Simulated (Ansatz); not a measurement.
**C2H6FOSc: one species, many methods**

The task here is to estimate one member of a computed series from the others.

Computed with Ansatz 0.2.0, Gaussian basis. Level: functionals in def2-TZVPP, the program's frozen cores in correlated methods.

Levels to be run: LDA (SPW92), PBE-D4, revPBE-D4, BLYP-D4, r2SCAN-D4, B97M-V, PBE0-D4, B3LYP-D4, r2SCANh-D4, r2SCAN0-D4, HSE06-D4, BHLYP-D4, CAM-B3LYP-D4, LC-ωPBE, ωB97X-V, ωB97M-V, B2PLYP, PBE-QIDH; CCSD(T)/def2-SVP; CCSD(T)/def2-TZVPP; MP2/def2-QZVPP; extrapolation to the limit; RPA on PBE.

## The geometry

The geometry comes from an earlier relaxation with PBE0-D4 in a triple-zeta def2 set; it is a stationary point, not always the lowest conformer.

SMILES `C[O][Sc]([CH3])[F]`, 11 atoms, charge 0, spin multiplicity 1.

Atoms are counted from 1 here; the program's logs count them from 0.

Bond lengths: C1–O2 1.388 Å, C1–H6 1.096 Å, C1–H7 1.096 Å, C1–H8 1.096 Å, O2–Sc3 1.852 Å, Sc3–C4 2.194 Å, Sc3–F5 1.856 Å, C4–H9 1.098 Å, C4–H10 1.096 Å, C4–H11 1.098 Å. Angles: O2–C1–H6 111.3°, O2–C1–H7 110.7°, O2–C1–H8 110.7°, H6–C1–H7 108.1°, H6–C1–H8 108.1°, H7–C1–H8 107.8°, C1–O2–Sc3 172.6°, O2–Sc3–C4 116.3°, O2–Sc3–F5 125.0°, C4–Sc3–F5 118.8°, Sc3–C4–H9 111.9°, Sc3–C4–H10 113.1°, Sc3–C4–H11 111.4°, H9–C4–H10 107.3°, H9–C4–H11 105.8°, H10–C4–H11 107.0°.

Set-up of the first run:

in.yaml reads:

```yaml
crystal:
  periodic: [false, false, false]
  atoms:
    - {symbol: C, position_ang: [-1.208109, 0.929062, 1.863048]}
    - {symbol: O, position_ang: [-0.330527, 0.599185, 0.839582]}
    - {symbol: Sc, position_ang: [0.968566, 0.349274, -0.457205]}
    - {symbol: C, position_ang: [0.672372, -1.349676, -1.813026]}
    - {symbol: F, position_ang: [2.461618, 1.426912, -0.689072]}
    - {symbol: H, position_ang: [-0.876731, 1.826381, 2.398894]}
    - {symbol: H, position_ang: [-2.211705, 1.120396, 1.466189]}
    - {symbol: H, position_ang: [-1.285087, 0.109365, 2.586591]}
    - {symbol: H, position_ang: [0.539361, -2.291947, -1.265499]}
    - {symbol: H, position_ang: [1.505670, -1.493846, -2.510629]}
    - {symbol: H, position_ang: [-0.235429, -1.225085, -2.418872]}
basis:
  gaussian: {orbitals: def2-TZVPP}
hamiltonian: {xc: lda}
output: {orbitals: {seedname: orbitals}}
```

Launch:

```
$ ansatz run in.yaml --threads 4 --pin off --events-out ev --progress --plain --max-ram 10444MiB
```

Among the steps run: LDA; PBE-D4 (GGA); revPBE-D4 (GGA); BLYP-D4 (GGA); r2SCAN-D4 (meta-GGA); B97M-V (meta-GGA); PBE0-D4 (hybrid); B3LYP-D4 (hybrid); r2SCANh-D4 (hybrid); r2SCAN0-D4 (hybrid); HSE06-D4 (hybrid); BHLYP-D4 (hybrid); CAM-B3LYP-D4 (range-separated); LC-ωPBE (range-separated); ωB97X-V (range-separated); ωB97M-V (range-separated); B2PLYP (double hybrid); PBE-QIDH (double hybrid).

One of the session's tables, all rows but one given; the rest of the session is left out.

It belongs to the step «Frontier levels by functional». 

| functional | HOMO (eV) | LUMO (eV) | gap (eV) |
| --- | --- | --- | --- |
| LDA (SPW92) | ? | ? | ? |
| PBE-D4 | -5.58 | -2.77 | 2.81 |
| revPBE-D4 | -5.51 | -2.63 | 2.88 |
| BLYP-D4 | -5.45 | -2.82 | 2.64 |
| r2SCAN-D4 | -5.83 | -2.42 | 3.42 |
| B97M-V | -5.92 | -2.64 | 3.28 |
| PBE0-D4 | -6.94 | -1.84 | 5.10 |
| B3LYP-D4 | -6.70 | -2.25 | 4.46 |
| r2SCANh-D4 | -6.35 | -2.09 | 4.26 |
| r2SCAN0-D4 | -7.11 | -1.62 | 5.50 |
| HSE06-D4 | -6.53 | -2.21 | 4.32 |
| BHLYP-D4 | -8.19 | -1.17 | 7.01 |
| CAM-B3LYP-D4 | -8.35 | -1.05 | 7.30 |
| LC-ωPBE | -9.75 | 0.27 | 10.02 |
| ωB97X-V | -9.38 | 0.07 | 9.45 |
| ωB97M-V | -9.27 | -0.34 | 8.93 |

Estimate the missing values for LDA (SPW92).

As computed: HOMO (eV): -5.75; LUMO (eV): -2.99; gap (eV): 2.76. In the column «HOMO (eV)» it lies between r2SCAN-D4 (-5.83) and PBE-D4 (-5.58).
